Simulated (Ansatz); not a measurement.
**revPBE/def2-SVPD (core potential) run of InF3 (SMILES [F][In]([F])[F])**

What is the vertical ionisation energy of InF3 at revPBE/def2-SVPD (core potential)? 

The calculation is run with Ansatz 0.2.0.

27 further runs of the same task are left out: 27 set aside as unsound or not needed. Runs told in other sessions of the task aren't counted.

### Step 1. Starting point

The species is InF3 (4 atoms), meant as a singlet with charge 0. As SMILES, `[F][In]([F])[F]`. Geometry: relaxed at PBE0-D4/def2-TZVP.

Bond lengths: F1–In2 1.918 Å, In2–F3 1.918 Å, In2–F4 1.918 Å. Angles: F1–In2–F3 120.0°, F1–In2–F4 120.0°, F3–In2–F4 120.0°.

### Step 2. The energy at revPBE/def2-SVPD (core potential)

job.yaml reads:

```yaml
crystal:
  periodic: [false, false, false]
  atoms:
    - {symbol: F, position_ang: [-1.305700, -0.375500, 1.339800]}
    - {symbol: In, position_ang: [0.013900, -0.015100, -0.005100]}
    - {symbol: F, position_ang: [1.768100, -0.777100, 0.143700]}
    - {symbol: F, position_ang: [-0.421000, 1.107400, -1.498700]}
basis:
  gaussian: {orbitals: def2-SVPD}
hamiltonian: {xc: {name: revPBE}}
accuracy: high
output: {orbitals: {seedname: orbitals}}
```

The run is started by

```sh
$ ansatz run job.yaml --threads 1 --pin off --max-ram 2610MiB --events-out events.jsonl --progress --plain --runs-dir runs
```

Output:

```text
Warning: RAYON_NUM_THREADS=1 ignored (pool sized by the plan → 1); use --threads N
Functional definition: revPBE
  name "revPBE"
  parameter kappa = 1.245
  parameter beta = 0.06672455060314922
  exchange = pbe_x(kappa = kappa, mu = beta*pi^2/3)
  correlation = pbe_c(beta = beta)
2116 factors; integrals over basis functions are off by at most 1.3e-8 eV
mean field evaluation 1: about -13310.1488 eV, gradient 7.2e1 eV
mean field evaluation 2: about -13239.4585 eV, gradient 2.1e2 eV
mean field evaluation 4: about -13319.1098 eV, gradient 2.1e0 eV
mean field evaluation 8: about -13319.1153 eV, gradient 3.7e-1 eV
mean field evaluation 16: about -13319.1156 eV, gradient 3.1e-6 eV
mean field -13319.11556957 eV, -489.4684691609 hartree, gradient 1.6e-8 eV, S^2 0.000000; 0 other end points of the search recorded, 0 dependent functions left out
reference -13319.11557547 eV, -489.4684693777 hartree; 24, 24 occupied and 77, 77 virtual orbitals, 2116 factors
Total energy: -13319.11557547 eV, -489.4684693777 hartree
```

It took 7.5 s on 1 thread of Arm Neoverse V1, shared host; peak memory 0.26 GiB.

### Step 3. The doublet cation, same level

run.yaml reads:

```yaml
crystal:
  periodic: [false, false, false]
  atoms:
    - {symbol: F, position_ang: [-1.305700, -0.375500, 1.339800]}
    - {symbol: In, position_ang: [0.013900, -0.015100, -0.005100]}
    - {symbol: F, position_ang: [1.768100, -0.777100, 0.143700]}
    - {symbol: F, position_ang: [-0.421000, 1.107400, -1.498700]}
basis:
  gaussian:
    orbitals: def2-SVPD
total_charge: 1
magnetization:
  spin_polarized: true
  initial_magnetization: 1
hamiltonian:
  xc: {name: revPBE}
accuracy: high
output:
  orbitals: {seedname: orbitals}
```

The run is started by

```sh
$ ansatz run run.yaml --threads 1 --pin off --max-ram 2610MiB --events-out events.jsonl --progress --plain --runs-dir runs
```

Output, shortened:

```text
Warning: RAYON_NUM_THREADS=1 ignored (pool sized by the plan → 1); use --threads N
Functional definition: revPBE
  name "revPBE"
[...]
2116 factors; integrals over basis functions are off by at most 1.3e-8 eV
[...]
mean field -13306.27353013 eV, -488.9965329161 hartree, gradient 3.0e-8 eV, S^2 0.753879; 15 other end points of the search recorded, 0 dependent functions left out
reference -13306.27353704 eV, -488.9965331700 hartree; 24, 23 occupied and 77, 78 virtual orbitals, 2116 factors
Total energy: -13306.27353704 eV, -488.9965331700 hartree
```

Run time: 71 s. Hardware: 1 thread of Arm Neoverse V1, shared host; peak memory 0.35 GiB.

### Step 4. Results

Level: revPBE/def2-SVPD (core potential).

```
                                          quantity          value
                        singlet InF3: total energy  -489.46847 Eh
                         singlet InF3: HOMO energy       -9.30 eV
                         singlet InF3: LUMO energy       -4.40 eV
                       singlet InF3: HOMO–LUMO gap        4.90 eV
                      doublet cation: total energy  -488.99653 Eh
doublet cation: HOMO energy (highest over α and β)      -16.50 eV
 doublet cation: LUMO energy (lowest over α and β)      -16.42 eV
                              doublet cation: ⟨S²⟩          0.754
vertical ionisation energy (to the doublet cation)      12.842 eV
```

What this shows: The vertical ionisation energy comes to 12.84 eV (296 kcal/mol). The negative HOMO energy of the first species, 9.30 eV, lies 3.54 eV below that difference.
